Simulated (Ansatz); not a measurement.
# C3H7F2In: basis-set convergence

An exercise on one series of results from a longer session: the logs are not shown, and one member is left open.

Program: Ansatz 0.2.0, Gaussian basis. Level of theory: one geometry, several basis sets. These are calculated values, not measurements.

Levels to be run: PBE0-D4/def2-SVP; ωB97M-V/def2-SVP; PBE0-D4/def2-QZVPP; ωB97M-V/def2-QZVPP; the functionals' def2-TZVPP values are taken from earlier runs.

## The relaxed structure

An earlier PBE0-D4 in a triple-zeta def2 set relaxation fixed the geometry. In takes the def2 core potential; no spin-orbit term is included.

SMILES `C[CH](C)[In]([F])[F]`, 13 atoms, charge 0, spin multiplicity 1.

Atoms are counted from 1 here; the program's logs count them from 0.

Bond lengths: C1–C2 1.521 Å, C1–H7 1.096 Å, C1–H8 1.093 Å, C1–H9 1.092 Å, C2–C3 1.521 Å, C2–In4 2.158 Å, C2–H10 1.095 Å, C3–H11 1.093 Å, C3–H12 1.096 Å, C3–H13 1.092 Å, In4–F5 1.949 Å, In4–F6 1.950 Å. Angles: C2–C1–H7 109.6°, C2–C1–H8 111.9°, C2–C1–H9 112.6°, H7–C1–H8 107.0°, H7–C1–H9 107.7°, H8–C1–H9 107.8°, C1–C2–C3 112.9°, C1–C2–In4 111.1°, C1–C2–H10 109.2°, C3–C2–In4 111.2°, C3–C2–H10 109.3°, In4–C2–H10 102.6°, C2–C3–H11 111.9°, C2–C3–H12 109.6°, C2–C3–H13 112.6°, H11–C3–H12 107.0°, H11–C3–H13 107.7°, H12–C3–H13 107.7° and more.

The first run:

File in.yaml:

```yaml
crystal:
  periodic: [false, false, false]
  atoms:
    - {symbol: C, position_ang: [-0.676991, -0.336775, 1.315283]}
    - {symbol: C, position_ang: [0.346550, 0.108741, 0.282504]}
    - {symbol: C, position_ang: [0.994666, -1.055944, -0.449414]}
    - {symbol: In, position_ang: [-0.513802, 1.520336, -1.105073]}
    - {symbol: F, position_ang: [0.022983, 1.818545, -2.955231]}
    - {symbol: F, position_ang: [-1.984010, 2.751214, -0.752696]}
    - {symbol: H, position_ang: [-0.194709, -0.989667, 2.052198]}
    - {symbol: H, position_ang: [-1.489667, -0.910626, 0.862647]}
    - {symbol: H, position_ang: [-1.121776, 0.501393, 1.854856]}
    - {symbol: H, position_ang: [1.122731, 0.702112, 0.776449]}
    - {symbol: H, position_ang: [0.258728, -1.661700, -0.984205]}
    - {symbol: H, position_ang: [1.488591, -1.715126, 0.274090]}
    - {symbol: H, position_ang: [1.746716, -0.732493, -1.171408]}
basis:
  gaussian: {orbitals: def2-SVP}
hamiltonian: {xc: pbe0, dispersion: d4}
output: {orbitals: {seedname: orbitals}}
```

On the command line:

```sh
$ ansatz run in.yaml --threads 4 --pin off --events-out ev --progress --plain --max-ram 11315MiB
```

Among the steps run: PBE0-D4 in def2-SVP; ωB97M-V in def2-SVP; PBE0-D4 in def2-QZVPP; ωB97M-V in def2-QZVPP.

One table of the session follows, with a row left open; its other results are not shown here.

It belongs to the step «Functionals by basis». 

```
functional       basis  HOMO (eV)  LUMO (eV)
   PBE0-D4    def2-SVP      -8.14      -1.44
   PBE0-D4  def2-TZVPP          ?          ?
   PBE0-D4  def2-QZVPP      -8.23      -1.72
   ωB97M-V    def2-SVP     -10.26       0.48
   ωB97M-V  def2-TZVPP     -10.35       0.15
   ωB97M-V  def2-QZVPP     -10.37      -0.05
```

Q: Estimate the row for PBE0-D4, def2-TZVPP from the others.

The run gave: HOMO (eV): -8.21; LUMO (eV): -1.65. In the column «HOMO (eV)» it lies between PBE0-D4, def2-QZVPP (-8.23) and PBE0-D4, def2-SVP (-8.14).
